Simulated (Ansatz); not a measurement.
# LiBeS3: the cost of one run

Method: DFT PBE, scalar-relativistic, plane waves, PAW, in Ansatz 0.2.0.

## 1. The system as given

Symmetry: P4mm, No. 99, tetragonal system. The conventional cell has a = 4.066 Å, b = 4.066 Å, c = 5.353 Å, α = 90.00°, β = 90.00°, γ = 90.00°. Li (site symmetry 4mm) is surrounded by 12 S at 2.98 to 3.36 Å and 4 Be at 3.24 Å. Be (site symmetry 4mm) has 5 S at 2.27 to 2.35 Å as nearest neighbours. Around S (site symmetry 2mm) lie 2 Be at 2.35 Å and 4 Li at 3.36 Å. S (site symmetry 4mm) is surrounded by 2 Be at 2.27 to 3.08 Å and 4 Li at 2.98 Å.

Structure file:

```xyz
5
Lattice="4.0658 0.0000 0.0000 0.0000 4.0658 0.0000 0.0000 0.0000 5.3529" Properties=species:S:1:pos:R:3 pbc="T T T"
Li    2.0329    2.0329    3.7214
Be    0.0000    0.0000    5.2101
S     2.0329    0.0000    1.0453
S     0.0000    2.0329    1.0453
S     0.0000    0.0000    2.9393
```

The cell is invented: species swapped into a database cell of LaSiPt3 (P4mm, No. 99), with Li on the La sites, Be on the Si sites and S on the Pt sites. Its size is a rough estimate.

## 2. A first look at the guess

input.yaml reads:

```yaml
crystal:
  lattice:
    - [4.06577188, 0.0, 0.0]
    - [0.0, 4.06577188, 0.0]
    - [0.0, 0.0, 5.35288433]
  atoms:
    - { symbol: Li, position: [0.5, 0.5, 0.69521511] }
    - { symbol: Be, position: [0.0, 0.0, 0.9733234] }
    - { symbol: S, position: [0.5, 0.0, 0.19527771] }
    - { symbol: S, position: [0.0, 0.5, 0.19527771] }
    - { symbol: S, position: [0.0, 0.0, 0.54910809] }
basis:
  ecutwfc: 420
kpoints:
  mp_grid: { grid: [4, 4, 4] }
hamiltonian:
  xc: pbe
scf:
  occupations: { method: gaussian, width: 0.1 }
  lower_state_search: "off"
output:
  forces: true
  stress: true
  eigenvalues: true
```

Started as:

```
$ ansatz run input.yaml --threads 1 --pin off --max-ram 2048MiB --backend cpu --events-out ev --progress --plain --runs-dir out
```

**Question.** How long does this run take on 1 thread of Arm Neoverse V1, shared host, and how much memory does it need?

About 2.6 s, with a peak of 0.29 GiB.
